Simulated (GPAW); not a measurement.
Pb2O:

```xyz
6
Lattice="5.3800 0.0000 0.0000 0.0000 5.3800 0.0000 0.0000 0.0000 5.3800" Properties=species:S:1:pos:R:3 pbc="T T T"
Pb    4.0350    1.3450    4.0350
Pb    1.3450    4.0350    4.0350
Pb    4.0350    4.0350    1.3450
Pb    1.3450    1.3450    1.3450
O     2.6900    2.6900    2.6900
O     0.0000    0.0000    0.0000
```

Base run:

| Quantity | Value |
| --- | --- |
| Program | GPAW 26.7.0 |
| Functional | PBE |
| Potentials or basis | GPAW PAW data sets (gpaw-data 1.2.1) |
| Cutoff | 600 eV |
| Basis | pw |
| k mesh | 4 × 4 × 4 |
| Occupations | fermi-dirac, width 0.05 eV |
| Spin | no spin polarisation |

Its results: band gap on the k mesh none (metal or under the smearing width); pressure 1.2 GPa.

Question: The run is repeated on the same cell with these changes: functional from PBE to LDA; potentials or basis from GPAW PAW data sets (gpaw-data 1.2.1) to the program's PAW data sets (release 1.2.1) made for this functional. What comes out?

Answer: Band gap on the k mesh none (metal or under the smearing width); pressure -3.5 GPa.

Caveats: the cutoff is short for stress and forces, so pressures can be off by a GPa or more.

Not every run made on this cell is shown here.
